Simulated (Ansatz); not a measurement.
# RPA@PBE/6-31G(d) (spherical functions) run of GaSiH4OF (SMILES [F][GaH][O][SiH3])

Aim: the energy change on altering one bond length of GaSiH4OF at RPA@PBE/6-31G* (spherical functions), from 2 runs. 

The calculation is run with Ansatz 0.2.0.

130 further runs of the same task are left out: 3 that didn't finish, 127 set aside as unsound or not needed.

### 1 The molecule

GaSiH4OF: 8 atoms, total charge 0, spin state singlet. SMILES: `[F][GaH][O][SiH3]`. The shape is that of a PBE0-D4/def2-TZVP optimisation. This is one conformer, not always the lowest.

Bond lengths: F1–Ga2 1.751 Å, Ga2–O3 1.763 Å, O3–Si4 1.639 Å, Ga2–H5 1.537 Å, Si4–H6 1.485 Å, Si4–H7 1.487 Å, Si4–H8 1.487 Å. Angles: F1–Ga2–O3 113.0°, Ga2–O3–Si4 138.2°, F1–Ga2–H5 121.9°, O3–Ga2–H5 125.1°, O3–Si4–H6 108.0°, O3–Si4–H7 111.0°, O3–Si4–H8 111.0°, H6–Si4–H7 109.1°, H6–Si4–H8 109.1°, H7–Si4–H8 108.7°.

### 2 A single-point energy at RPA@PBE/6-31G(d) (spherical functions)

The input, in.yaml:

```yaml
crystal:
  periodic: [false, false, false]
  atoms:
    - {symbol: F, position_ang: [0.857100, 1.472000, 1.846200]}
    - {symbol: Ga, position_ang: [1.323900, 1.220200, 0.177500]}
    - {symbol: O, position_ang: [0.322200, 0.024800, -0.644000]}
    - {symbol: Si, position_ang: [-0.952800, -0.945800, -0.299100]}
    - {symbol: H, position_ang: [2.493100, 1.984200, -0.463100]}
    - {symbol: H, position_ang: [-1.287500, -1.717200, -1.523200]}
    - {symbol: H, position_ang: [-0.618600, -1.894300, 0.796900]}
    - {symbol: H, position_ang: [-2.137300, -0.143800, 0.108800]}
basis:
  gaussian: {orbitals: 6-31G_st_-spherical.json}
hamiltonian: {xc: {name: PBE}}
accuracy: high
correlation: {method: rpa, frozen_orbitals: {F: 1, Ga: 9, H: 0, O: 1, Si: 5}}
```

The basis set 6-31G* is read from a file made from the Basis Set Exchange's data (not shown).

Started as:

```console
$ ansatz run in.yaml --threads 1 --pin off --max-ram 3480MiB --events-out events.jsonl --progress --plain --runs-dir runs
```

The program printed:

```text
Warning: RAYON_NUM_THREADS=1 ignored (pool sized by the plan → 1); use --threads N
Functional definition: PBE
  name "PBE"
  parameter kappa = 0.804
  parameter beta = 0.06672455060314922
  exchange = pbe_x(kappa = kappa, mu = beta*pi^2/3)
  correlation = pbe_c(beta = beta)
1863 factors; integrals over basis functions are off by at most 4.5e-9 eV
mean field evaluation 1: about -65052.6837 eV, gradient 7.3e1 eV
mean field evaluation 2: about -65052.6729 eV, gradient 7.3e1 eV
mean field evaluation 4: about -65058.9861 eV, gradient 3.6e1 eV
mean field evaluation 8: about -65061.7020 eV, gradient 5.0e-1 eV
mean field evaluation 16: about -65061.6996 eV, gradient 1.2e-4 eV
mean field -65061.69962028 eV, -2390.9733606415 hartree, gradient 9.2e-9 eV, S^2 0.000000; 0 other end points of the search recorded, 0 dependent functions left out
16 core orbitals not correlated: weight in the atoms' cores, before any rotation towards them, 1.000 or more for the frozen orbitals, at most 0.000 for the correlated occupied ones
reference -64995.64433100 eV, -2388.5458735341 hartree; 17, 17 occupied and 53, 53 virtual orbitals, 1863 factors
Total energy: -65022.65338891 eV, -2389.5384381051 hartree
```

Wall time 16 s (1 thread of Intel Xeon Platinum 8488C (Sapphire Rapids), shared host); peak memory 0.31 GiB.

### 3 The distorted shape, same level

The input, molecule.yaml:

```yaml
crystal:
  periodic: [false, false, false]
  atoms:
    - {symbol: F, position_ang: [1.048378, 1.617611, 1.794457]}
    - {symbol: Ga, position_ang: [1.515178, 1.365811, 0.125757]}
    - {symbol: O, position_ang: [0.513478, 0.170411, -0.695743]}
    - {symbol: Si, position_ang: [-0.952800, -0.945800, -0.299100]}
    - {symbol: H, position_ang: [2.684378, 2.129811, -0.514843]}
    - {symbol: H, position_ang: [-1.287500, -1.717200, -1.523200]}
    - {symbol: H, position_ang: [-0.618600, -1.894300, 0.796900]}
    - {symbol: H, position_ang: [-2.137300, -0.143800, 0.108800]}
basis:
  gaussian: {orbitals: 6-31G_st_-spherical.json}
hamiltonian: {xc: pbe}
correlation: {method: rpa, frozen_orbitals: {F: 1, Ga: 9, H: 0, O: 1, Si: 5}}
accuracy: high
```

The basis set 6-31G* is read from a file made from the Basis Set Exchange's data (not shown).

Started as:

```console
$ ansatz run molecule.yaml --threads 1 --pin off --max-ram 3480MiB --events-out events.jsonl --progress --plain --runs-dir runs
```

The program printed, cut to the lines that bear on the results:

```text
Warning: RAYON_NUM_THREADS=1 ignored (pool sized by the plan → 1); use --threads N
[... 6 set-up lines as earlier in the session ...]
1853 factors; integrals over basis functions are off by at most 7.0e-9 eV
mean field evaluation 1: about -65052.1137 eV, gradient 7.3e1 eV
mean field evaluation 2: about -65052.1029 eV, gradient 7.3e1 eV
mean field evaluation 4: about -65056.2225 eV, gradient 5.0e1 eV
mean field evaluation 8: about -65061.2686 eV, gradient 5.6e-1 eV
mean field evaluation 16: about -65061.2661 eV, gradient 3.3e-4 eV
mean field -65061.26612130 eV, -2390.9574298476 hartree, gradient 5.3e-8 eV, S^2 0.000000; 0 other end points of the search recorded, 0 dependent functions left out
16 core orbitals not correlated: weight in the atoms' cores, before any rotation towards them, 1.000 or more for the frozen orbitals, at most 0.000 for the correlated occupied ones
reference -64994.84568182 eV, -2388.5165237184 hartree; 17, 17 occupied and 53, 53 virtual orbitals, 1853 factors
Total energy: -65022.22476933 eV, -2389.5226866258 hartree
```

It took 9.9 s on 1 thread of Intel Xeon Platinum 8488C (Sapphire Rapids), shared host; peak memory 0.3 GiB.

### 4 What came out

Level: RPA@PBE/6-31G* (spherical functions), 16 core orbitals frozen.

```
                                                          quantity           value
                                         first shape: total energy  -2389.53844 Eh
                     first shape: RPA correlation energy (valence)      -992.6 mEh
                                     distorted shape: total energy  -2389.52269 Eh
                 distorted shape: RPA correlation energy (valence)     -1006.2 mEh
energy change with the O3–Si4 bond stretched from 1.639 to 1.885 Å        0.429 eV
```

**Reading.** With the O3–Si4 bond stretched from 1.639 to 1.885 Å the energy rises by 0.43 eV (9.9 kcal/mol). The first shape isn't relaxed at this level, so the change isn't measured from a minimum.
